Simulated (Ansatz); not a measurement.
**GaNH2BrCl (SMILES [NH2][Ga]([Cl])[Br]): levels of theory compared**

Wanted: a comparison of 5 runs (B3LYP/6-31G*, BLYP/def2-SVP, PBE0/def2-SVP, B3LYP/aug-cc-pVDZ, MP2/def2-SVP) of GaNH2BrCl. 

The calculation is run with Ansatz 0.2.0.

1 further run of the same task is left out (for a known fault of the program).

## Step 1: The system as given

GaNH2BrCl: 6 atoms, total charge 0, spin state singlet. As SMILES, `[NH2][Ga]([Cl])[Br]`. The coordinates come from a PBE0-D4/def2-TZVP relaxation.

Bond lengths: N1–Ga2 1.792 Å, Ga2–Cl3 2.127 Å, Ga2–Br4 2.268 Å, N1–H5 1.005 Å, N1–H6 1.005 Å. Angles: N1–Ga2–Cl3 119.9°, N1–Ga2–Br4 120.9°, Cl3–Ga2–Br4 119.3°, Ga2–N1–H5 123.0°, Ga2–N1–H6 123.0°, H5–N1–H6 113.7°.

## Step 2: Energy and gradient at B3LYP/6-31G(d) (spherical functions) (run 1)

File in.yaml:

```yaml
crystal:
  periodic: [false, false, false]
  atoms:
    - {symbol: N, position_ang: [-0.091300, 1.068600, -0.038400]}
    - {symbol: Ga, position_ang: [0.103300, -0.712300, 0.000700]}
    - {symbol: Cl, position_ang: [1.986200, -1.560900, 0.507600]}
    - {symbol: Br, position_ang: [-1.628200, -2.083300, -0.513200]}
    - {symbol: H, position_ang: [-0.968900, 1.519500, -0.227800]}
    - {symbol: H, position_ang: [0.641000, 1.704400, 0.224800]}
basis:
  gaussian:
    orbitals: 6-31G_st_-spherical.json
hamiltonian:
  xc: {name: B3LYP}
accuracy: high
output: {forces: true, orbitals: {seedname: orbitals}}
```

The basis set 6-31G* is read from a file made from the Basis Set Exchange's data (not shown).

Command:

```bash
$ ansatz run in.yaml --threads 1 --pin off --max-ram 2610MiB --events-out events.jsonl --progress --plain --runs-dir runs
```

The log of the run:

```text
Warning: RAYON_NUM_THREADS=1 ignored (pool sized by the plan → 1); use --threads N
Functional definition: B3LYP
  name "B3LYP"
  parameter a0 = 0.2
  parameter ax = 0.72
  parameter ac = 0.81
  exchange = (1 - a0 - ax)*slater_x + ax*b88_x + a0*exact_x
  correlation = (1 - ac)*vwn_rpa_c + ac*lyp_c
2002 factors; integrals over basis functions are off by at most 8.9e-9 eV
mean field evaluation 1: about -136451.5311 eV, gradient 6.1e1 eV
mean field evaluation 2: about -136423.8141 eV, gradient 1.1e2 eV
mean field evaluation 4: about -136458.7611 eV, gradient 7.9e0 eV
mean field evaluation 8: about -136458.9721 eV, gradient 7.6e-1 eV
mean field evaluation 16: about -136458.9733 eV, gradient 3.6e-5 eV
mean field -136458.97333447 eV, -5014.7747748275 hartree, gradient 6.9e-8 eV, S^2 0.000000; 0 other end points of the search recorded, 0 dependent functions left out
the calculation of the forces begins
reference -136458.97337372 eV, -5014.7747762699 hartree; 46, 46 occupied and 54, 54 virtual orbitals, 2002 factors
Total energy: -136458.97337372 eV, -5014.7747762699 hartree
Atom 0 at    -0.091300     1.068600    -0.038400 Å, force     0.003021     0.144426    -0.036790 eV/Å
Atom 1 at     0.103300    -0.712300     0.000700 Å, force    -0.065552     0.076196    -0.003451 eV/Å
Atom 2 at     1.986200    -1.560900     0.507600 Å, force     0.458006    -0.191120     0.121896 eV/Å
Atom 3 at    -1.628200    -2.083300    -0.513200 Å, force    -0.360247    -0.279971    -0.108021 eV/Å
Atom 4 at    -0.968900     1.519500    -0.227800 Å, force    -0.265049     0.097518    -0.056743 eV/Å
Atom 5 at     0.641000     1.704400     0.224800 Å, force     0.229822     0.152951     0.083108 eV/Å
Dipole moment:    -0.121780     0.573173     0.009137 e Å
```

It took 42 s on 1 thread of Intel Xeon at 2.50GHz (Skylake/Cascade Lake), shared host; peak memory 0.43 GiB.

## Step 3: Energy and gradient at BLYP/def2-SVP (run 2)

Edit in.yaml of step 2 so:

```diff
@@ -3,3 +3,3 @@
   atoms:
-    - {symbol: N, position_ang: [-0.091300, 1.068600, -0.038400]}
+    - {symbol: "N", position_ang: [-0.091300, 1.068600, -0.038400]}
     - {symbol: Ga, position_ang: [0.103300, -0.712300, 0.000700]}
@@ -11,5 +11,5 @@
   gaussian:
-    orbitals: 6-31G_st_-spherical.json
+    orbitals: def2-SVP
 hamiltonian:
-  xc: {name: B3LYP}
+  xc: {name: BLYP}
 accuracy: high
```

Command:

```bash
$ ansatz run in.yaml --threads 1 --pin off --max-ram 2610MiB --events-out events.jsonl --progress --plain --runs-dir runs
```

The log of the run, shortened:

```text
Warning: RAYON_NUM_THREADS=1 ignored (pool sized by the plan → 1); use --threads N
Functional definition: BLYP
  name "BLYP"
[...]
2059 factors; integrals over basis functions are off by at most 1.1e-8 eV
[...]
mean field -136454.70000841 eV, -5014.6177329913 hartree, gradient 4.2e-8 eV, S^2 0.000000; 0 other end points of the search recorded, 0 dependent functions left out
[...]
reference -136454.70005906 eV, -5014.6177348528 hartree; 46, 46 occupied and 60, 60 virtual orbitals, 2059 factors
Total energy: -136454.70005906 eV, -5014.6177348528 hartree
Atom 0 at    -0.091300     1.068600    -0.038400 Å, force     0.042572    -0.179908    -0.062128 eV/Å
Atom 1 at     0.103300    -0.712300     0.000700 Å, force    -0.094079     0.000520    -0.013354 eV/Å
Atom 2 at     1.986200    -1.560900     0.507600 Å, force     0.682877    -0.277980     0.182117 eV/Å
Atom 3 at    -1.628200    -2.083300    -0.513200 Å, force    -0.521012    -0.386617    -0.155741 eV/Å
Atom 4 at    -0.968900     1.519500    -0.227800 Å, force    -0.655351     0.353894    -0.144757 eV/Å
Atom 5 at     0.641000     1.704400     0.224800 Å, force     0.544992     0.490091     0.193864 eV/Å
Dipole moment:    -0.093751     0.535728     0.011755 e Å
```

Run time: 21 s. Hardware: 1 thread of Intel Xeon at 2.50GHz (Skylake/Cascade Lake), shared host.

## Step 4: Energy and forces at PBE0/def2-SVP (run 3)

File input.yaml:

```yaml
basis:
  gaussian:
    orbitals: def2-SVP
crystal:
  periodic: [false, false, false]
  atoms:
    - {symbol: N, position_ang: [-0.091300, 1.068600, -0.038400]}
    - {symbol: Ga, position_ang: [0.103300, -0.712300, 0.000700]}
    - {symbol: Cl, position_ang: [1.986200, -1.560900, 0.507600]}
    - {symbol: Br, position_ang: [-1.628200, -2.083300, -0.513200]}
    - {symbol: H, position_ang: [-0.968900, 1.519500, -0.227800]}
    - {symbol: H, position_ang: [0.641000, 1.704400, 0.224800]}
hamiltonian:
  xc: pbe0
accuracy: high
output: {forces: true, orbitals: {seedname: orbitals}}
```

Command:

```bash
$ ansatz run input.yaml --threads 1 --pin off --max-ram 2610MiB --events-out events.jsonl --progress --plain --runs-dir runs
```

The log of the run, shortened:

```text
Warning: RAYON_NUM_THREADS=1 ignored (pool sized by the plan → 1); use --threads N
Functional definition: PBE0
  name "PBE0"
[...]
2059 factors; integrals over basis functions are off by at most 1.1e-8 eV
[...]
mean field -136432.33275044 eV, -5013.7957514222 hartree, gradient 2.6e-8 eV, S^2 0.000000; 0 other end points of the search recorded, 0 dependent functions left out
[...]
reference -136432.33275291 eV, -5013.7957515128 hartree; 46, 46 occupied and 60, 60 virtual orbitals, 2059 factors
Total energy: -136432.33275291 eV, -5013.7957515128 hartree
Atom 0 at    -0.091300     1.068600    -0.038400 Å, force     0.053195    -0.416563    -0.011268 eV/Å
Atom 1 at     0.103300    -0.712300     0.000700 Å, force    -0.100974     0.137508    -0.030813 eV/Å
Atom 2 at     1.986200    -1.560900     0.507600 Å, force     0.163500    -0.069570     0.044443 eV/Å
Atom 3 at    -1.628200    -2.083300    -0.513200 Å, force    -0.064819    -0.048693    -0.018371 eV/Å
Atom 4 at    -0.968900     1.519500    -0.227800 Å, force    -0.295309     0.168691    -0.068368 eV/Å
Atom 5 at     0.641000     1.704400     0.224800 Å, force     0.244407     0.228628     0.084378 eV/Å
Dipole moment:    -0.100353     0.549192     0.013066 e Å
```

Wall time 29 s (1 thread of Intel Xeon at 2.50GHz (Skylake/Cascade Lake), shared host); peak memory 0.45 GiB.

Run 4 isn't shown in full; the table further down has it.

## Step 5: Energy and gradient at MP2/def2-SVP (run 5)

File molecule.yaml:

```yaml
crystal:
  periodic: [false, false, false]
  atoms:
    - {symbol: "N", position_ang: [-0.091300, 1.068600, -0.038400]}
    - {symbol: Ga, position_ang: [0.103300, -0.712300, 0.000700]}
    - {symbol: Cl, position_ang: [1.986200, -1.560900, 0.507600]}
    - {symbol: Br, position_ang: [-1.628200, -2.083300, -0.513200]}
    - {symbol: H, position_ang: [-0.968900, 1.519500, -0.227800]}
    - {symbol: H, position_ang: [0.641000, 1.704400, 0.224800]}
basis:
  gaussian:
    orbitals: def2-SVP
correlation:
  method: mp2
  frozen_orbitals: {Br: 9, Cl: 5, Ga: 9, H: 0, "N": 1}
accuracy: high
output:
  forces: true
  orbitals: {seedname: orbitals}
```

Command:

```bash
$ ansatz run molecule.yaml --threads 1 --pin off --max-ram 2610MiB --events-out events.jsonl --progress --plain --runs-dir runs
```

The log of the run, shortened:

```text
Warning: RAYON_NUM_THREADS=1 ignored (pool sized by the plan → 1); use --threads N
Functional definition: HF
  name "HF"
[...]
2059 factors; integrals over basis functions are off by at most 1.1e-8 eV
[...]
mean field -136333.92875594 eV, -5010.1794713249 hartree, gradient 7.7e-8 eV, S^2 0.000000; 0 other end points of the search recorded, 0 dependent functions left out
24 core orbitals not correlated: weight in the atoms' cores, before any rotation towards them, 1.000 or more for the frozen orbitals, at most 0.000 for the correlated occupied ones
reference -136333.92875594 eV, -5010.1794713249 hartree; 22, 22 occupied and 60, 60 virtual orbitals, 2059 factors
second order -20.09796483 eV of doubles, -0.00000000 eV of singles
[...]
Total energy: -136354.02672077 eV, -5010.9180579094 hartree
Atom 0 at    -0.091300     1.068600    -0.038400 Å, force     0.047173    -0.477558    -0.019737 eV/Å
Atom 1 at     0.103300    -0.712300     0.000700 Å, force     0.027607     0.088614     0.002730 eV/Å
Atom 2 at     1.986200    -1.560900     0.507600 Å, force     0.089310    -0.034816     0.024866 eV/Å
Atom 3 at    -1.628200    -2.083300    -0.513200 Å, force    -0.101938    -0.064241    -0.028694 eV/Å
Atom 4 at    -0.968900     1.519500    -0.227800 Å, force    -0.323903     0.213272    -0.072635 eV/Å
Atom 5 at     0.641000     1.704400     0.224800 Å, force     0.261751     0.274730     0.093470 eV/Å
Dipole moment:    -0.078861     0.552082     0.020056 e Å
```

Wall time 57 s (1 thread of Intel Xeon at 2.50GHz (Skylake/Cascade Lake), shared host); peak memory 0.44 GiB.

## Step 6: Overview of the runs

```csv
run,level,frozen core orbitals,energy (Eh),dipole moment (D),HOMO energy (eV),LUMO energy (eV),wall time
1,B3LYP/6-31G* (spherical functions),–,-5014.774776,2.81,-7.58,-1.50,42 s
2,BLYP/def2-SVP,–,-5014.617735,2.61,-6.17,-1.70,21 s
3,PBE0/def2-SVP,–,-5013.795752,2.68,-7.83,-0.90,29 s
4,B3LYP/aug-cc-pVDZ,–,-5015.352075,2.45,-7.82,-1.74,67 s
5,MP2/def2-SVP,24,-5010.918058,2.68,-11.29,2.50,57 s
```

## Step 7: Outcome

```
                                           quantity           value
                                run 5: total energy  -5010.91806 Eh
          run 5: dipole moment (correlated density)          2.68 D
         run 5: HOMO energy (Hartree–Fock orbitals)       -11.29 eV
         run 5: LUMO energy (Hartree–Fock orbitals)         2.50 eV
       run 5: HOMO–LUMO gap (Hartree–Fock orbitals)        13.79 eV
run 5: correlation energy (24 core orbitals frozen)      -738.6 mEh
                    run 5: largest force on an atom      0.480 eV/Å
```

**Reading.** The dipole moment (its size) runs from 2.45 D (B3LYP/aug-cc-pVDZ) to 2.81 D (B3LYP/6-31G*). Over runs 1, 2, 3, 4 the HOMO–LUMO gap runs from 4.47 eV (BLYP/def2-SVP) to 6.93 eV (PBE0/def2-SVP). Totals of different functionals can't be ranked against each other. All runs together took 3.6 min, the longest 67 s.
